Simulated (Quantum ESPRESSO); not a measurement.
Crystal: Ti3Se.

```
Se Ti
1.0
     3.19745    0.00000    0.00000
    -1.59872    2.76907    0.00000
     0.00000    0.00000    7.94275
Se Ti
1 3
Direct
  0.00000 0.00000 0.00000
  0.66667 0.33333 0.50000
  0.33333 0.66667 0.77290
  0.33333 0.66667 0.22710
```

The cell comes from a database or a generator and needn't be the stable form of this composition.

Base run:

| Property | Result |
| --- | --- |
| Program | Quantum ESPRESSO 7.5 |
| Functional | LDA |
| Potentials or basis | GBRV 1.5 LDA |
| Cutoff | 612 eV |
| Density cutoff | 4898 eV |
| k mesh | 10 × 10 × 4 |
| Occupations | fermi-dirac, width 0.05 eV |
| Spin | no spin polarisation |

Its results: band gap on the k mesh none (metal or under the smearing width); pressure -7.9 GPa; largest force 0.102 eV/Å.

Question: The run is repeated on the same cell with these changes: functional from LDA to PBEsol; potentials or basis from GBRV 1.5 LDA to GBRV 1.5 PBEsol. What comes out?

Answer: Band gap on the k mesh none (metal or under the smearing width); pressure -4.5 GPa; largest force 0.094 eV/Å.

Caveats: some levels on the path didn't converge.
